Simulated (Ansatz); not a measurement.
# CH3InO: single points off equilibrium

A test off equilibrium: a structure displaced at random from a GFN2-xTB minimum is computed at several levels, and each is set against CCSD(T).

Method: single points in def2-TZVPP; program: Ansatz 0.2.0, Gaussian basis.

Correlated methods freeze the cores. Filled d shells of the heavier atoms are correlated. Core potentials replace the inner electrons past krypton, and spin-orbit coupling is left out.

### Step 1. The system as given

SMILES `O=[CH][InH2]`, 6 atoms, charge 0, spin multiplicity 1.

Atoms are counted from 1 here; the program's logs count them from 0.

Bond lengths: O1–C2 1.151 Å, C2–In3 2.356 Å, C2–H4 1.369 Å, In3–H5 1.705 Å, In3–H6 1.977 Å. Angles: O1–C2–In3 139.3°, O1–C2–H4 107.4°, In3–C2–H4 112.3°, C2–In3–H5 124.1°, C2–In3–H6 115.5°, H5–In3–H6 119.9°.

Geometry (Å):

```xyz
6

O    -0.5018   -2.0441    0.8814
C    -0.3000   -1.2381    0.0850
In    0.2484    1.0492   -0.0435
H    -0.1428   -1.8790   -1.1139
H     0.7770    1.8262   -1.4657
H     0.3212    2.0045    1.6858
```

### Step 2. CCSD(T)/def2-TZVPP

Contents of run/in.yaml:

```yaml
crystal:
  periodic: [false, false, false]
  atoms:
    - {symbol: O, position_ang: [-0.501800, -2.044100, 0.881400]}
    - {symbol: C, position_ang: [-0.300000, -1.238100, 0.085000]}
    - {symbol: In, position_ang: [0.248400, 1.049200, -0.043500]}
    - {symbol: H, position_ang: [-0.142800, -1.879000, -1.113900]}
    - {symbol: H, position_ang: [0.777000, 1.826200, -1.465700]}
    - {symbol: H, position_ang: [0.321200, 2.004500, 1.685800]}
basis:
  gaussian: {orbitals: def2-TZVPP}
correlation: {method: ccsd_t}
output: {forces: true}
```

The command line of these runs was not kept.

### Step 3. PBE0-D4/def2-TZVPP

run/in.yaml, as its differences from that of step 2:

```diff
@@ -11,3 +11,3 @@
   gaussian: {orbitals: def2-TZVPP}
-correlation: {method: ccsd_t}
-output: {forces: true}
+hamiltonian: {xc: pbe0, dispersion: d4}
+output: {forces: true, orbitals: {seedname: orbitals}}
```

### Step 4. wB97M-V/def2-TZVPP

run/in.yaml, as its differences from that of step 3:

```diff
@@ -11,3 +11,3 @@
   gaussian: {orbitals: def2-TZVPP}
-hamiltonian: {xc: pbe0, dispersion: d4}
-output: {forces: true, orbitals: {seedname: orbitals}}
+hamiltonian: {xc: {name: wB97M-V}}
+output: {forces: true}
```

### Step 5. r2SCAN-D4/def2-TZVPP

run/in.yaml, as its differences from that of step 4:

```diff
@@ -11,3 +11,3 @@
   gaussian: {orbitals: def2-TZVPP}
-hamiltonian: {xc: {name: wB97M-V}}
+hamiltonian: {xc: r2scan, dispersion: d4}
 output: {forces: true}
```

### Step 6. PBE-D4/def2-TZVPP

run/in.yaml, as its differences from that of step 5:

```diff
@@ -11,3 +11,3 @@
   gaussian: {orbitals: def2-TZVPP}
-hamiltonian: {xc: r2scan, dispersion: d4}
+hamiltonian: {xc: pbe, dispersion: d4}
 output: {forces: true}
```

### Step 7. BHLYP-D4/def2-TZVPP

run/in.yaml, as its differences from that of step 6:

```diff
@@ -11,3 +11,3 @@
   gaussian: {orbitals: def2-TZVPP}
-hamiltonian: {xc: pbe, dispersion: d4}
+hamiltonian: {xc: {name: BHLYP}, dispersion: d4}
 output: {forces: true}
```

### Step 8. CAM-B3LYP-D4/def2-TZVPP

run/in.yaml, as its differences from that of step 7:

```diff
@@ -11,3 +11,3 @@
   gaussian: {orbitals: def2-TZVPP}
-hamiltonian: {xc: {name: BHLYP}, dispersion: d4}
+hamiltonian: {xc: {name: CAM-B3LYP}, dispersion: d4}
 output: {forces: true}
```

(Steps that only read results are left out.)

**Question.** What will these runs give? Wanted: energy less free atoms, CCSD(T)/def2-TZVPP; RMS force component; RMS force error; HOMO and LUMO, PBE0-D4; T1 diagnostic.

The runs gave:

```
                                  quantity                                                                                                 value
energy less free atoms, CCSD(T)/def2-TZVPP                                                                                        -1628.8 kJ/mol
                       RMS force component                                                                  1.785 to 2.188 eV/Å over the methods
                           RMS force error  PBE0-D4 0.443, wB97M-V 0.329, r2SCAN-D4 0.386, PBE-D4 0.225, BHLYP-D4 0.713, CAM-B3LYP-D4 0.456 eV/Å
                    HOMO and LUMO, PBE0-D4                                                                                    -6.18 and -2.61 eV
                             T1 diagnostic                                                                                                 0.018
```

Against CCSD(T) the functionals' energies less atoms differ by -116.9 to +45.8 kJ/mol, PBE-D4 by -116.9 kJ/mol. The reference is not at the basis limit: in triple zeta CCSD(T) underbinds, which counts against methods that bind more; the gaps are no ranking. On forces the order runs from PBE-D4 to BHLYP-D4. Frozen-core CCSD(T) forces in triple zeta carry basis errors of their own, and this is one geometry, so small gaps rank nothing.
